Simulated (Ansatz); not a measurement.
# ClH₄MoN₃: small, medium and large basis sets

How large a basis does ClH₄MoN₃ need? Two functionals are run in growing sets.

Method: one geometry, several basis sets; program: Ansatz 0.2.0, Gaussian basis.

The runs, in order: PBE0-D4/def2-SVP; ωB97M-V/def2-SVP; PBE0-D4/def2-QZVPP; ωB97M-V/def2-QZVPP; the functionals' def2-TZVPP values are taken from earlier runs.

## 1. The geometry

All runs share one geometry, relaxed beforehand with PBE0-D4 in a triple-zeta def2 set. Mo takes the def2 core potential; no spin-orbit term is included.

SMILES `[NH]=[Mo](=[NH])([NH2])[Cl]`, 9 atoms, charge 0, spin multiplicity 1.

Atoms are counted from 1 here; the program's logs count them from 0.

Bond lengths: N1–Mo2 1.723 Å, N1–H6 1.011 Å, Mo2–N3 1.723 Å, Mo2–N4 1.927 Å, Mo2–Cl5 2.293 Å, N3–H7 1.011 Å, N4–H8 1.009 Å, N4–H9 1.009 Å. Angles: Mo2–N1–H6 154.5°, N1–Mo2–N3 112.1°, N1–Mo2–N4 107.2°, N1–Mo2–Cl5 108.7°, N3–Mo2–N4 107.2°, N3–Mo2–Cl5 108.7°, N4–Mo2–Cl5 112.8°, Mo2–N3–H7 154.5°, Mo2–N4–H8 122.9°, Mo2–N4–H9 122.9°, H8–N4–H9 111.5°.

## 2. PBE0-D4 in def2-SVP

Contents of in.yaml:

```yaml
crystal:
  periodic: [false, false, false]
  atoms:
    - {symbol: N, position_ang: [-0.657495, 1.575906, 0.211629]}
    - {symbol: Mo, position_ang: [0.027677, 0.133157, -0.434203]}
    - {symbol: N, position_ang: [1.729264, 0.050989, -0.177621]}
    - {symbol: N, position_ang: [-0.764471, -1.347838, 0.510025]}
    - {symbol: Cl, position_ang: [-0.380706, 0.069599, -2.689634]}
    - {symbol: H, position_ang: [-0.621282, 2.490747, 0.640619]}
    - {symbol: H, position_ang: [2.627293, 0.415032, 0.110939]}
    - {symbol: H, position_ang: [-0.239859, -2.161873, 0.792111]}
    - {symbol: H, position_ang: [-1.632020, -1.272018, 1.019036]}
basis:
  gaussian: {orbitals: def2-SVP}
hamiltonian: {xc: pbe0, dispersion: d4}
output: {orbitals: {seedname: orbitals}}
```

After this run come: ωB97M-V in def2-SVP; PBE0-D4 in def2-QZVPP; ωB97M-V in def2-QZVPP.

**Question.** What will the summary of the whole plan be? Wanted: PBE0-D4: double and triple zeta above quadruple; ωB97M-V: double and triple zeta above quadruple.

As calculated:

| quantity | value |
| --- | --- |
| PBE0-D4: double and triple zeta above quadruple | 11.12, 0.75 eV |
| ωB97M-V: double and triple zeta above quadruple | 11.23, 0.72 eV |

What this shows: For PBE0-D4 the step from double to triple zeta gains 10.37 eV and the next only 0.75 eV. These are total energies; as a rule much of such shifts cancels in differences, which this series doesn't test.
